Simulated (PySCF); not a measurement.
# A diatomic session: TlGa

An exercise on one series of results from a longer session: the logs are not shown, and one member is left open.

Method: Tl def2-SVP with ECP60, Ga def2-SVP, scalar-relativistic core potentials; program: PySCF 2.14.0.

The first run:

A driver script around PySCF takes these settings:

```yaml
atoms: Tl, Ga
charge: 0
basis: Tl def2-SVP with ECP60, Ga def2-SVP
Hamiltonian: scalar-relativistic core potentials
basis_functions: 58
electrons_treated: 52
masses_in_u: 204.9744, 68.9256
levels: PBE0, PBE, r²SCAN, B3LYP, BHandHLYP, MN15, HSE06, HF, MP2, SCS-MP2, CCSD, CCSD(T)
grid: 80 radial by 434 angular points
occupations: held fixed by the projection of orbital angular momentum
dissociation_limit: Tl + Ga, each in its ground configuration
starting_distance_in_angstrom: 2.635
values_of_2S_to_try: 0, 2
```

Started as:

```sh
$ OMP_NUM_THREADS=1 python dia.py task.json out
```

Steps of the session up to this table: Input; PBE0 along the bond; Higher solutions at PBE0; PBE (GGA); r²SCAN (meta-GGA); B3LYP (global hybrid GGA); BHandHLYP (global hybrid GGA); MN15; HSE06; UHF; Adding correlation.

One of the session's tables, all rows but one given; the rest of the session is left out.

It belongs to the step «The curves together». Energy (eV) from each level's lowest point:

```
R (Å)    UHF  UHF-MP2  UHF-SCS-MP2  UHF-CCSD  UHF-CCSD(T)
2.514  0.495    0.366        0.384       n/a          n/a
2.631  0.235    0.148        0.159     0.187        0.184
2.748      ?        ?            ?         ?            ?
2.835  0.026    0.002        0.005     0.014        0.013
2.923  0.000    0.000        0.000     0.000        0.000
3.011  0.000    0.022        0.020     0.010        0.010
3.128  0.030    0.078        0.074     0.052        0.051
3.274  0.100    0.187        0.176     0.134        0.130
3.449  0.196    0.371        0.332     0.262        0.255
3.683  0.301    0.579        0.503       n/a          n/a
```

Q: Estimate the row for R (Å) = 2.748 from the others.

Worked estimate for «UHF». A straight line through the neighbours (2.631, 0.235) and (2.835, 0.026) gives 0.235 + (0.026 − 0.235) × (2.748 − 2.631) / (2.835 − 2.631) = 0.115; a parabola fitted to 4 rows on both sides gives 0.080.

**Answer.** UHF: 0.086; UHF-MP2: 0.036; UHF-SCS-MP2: 0.042; UHF-CCSD: 0.059; UHF-CCSD(T): 0.058. In «UHF» the line misses by +0.029 and the parabola by -0.006.
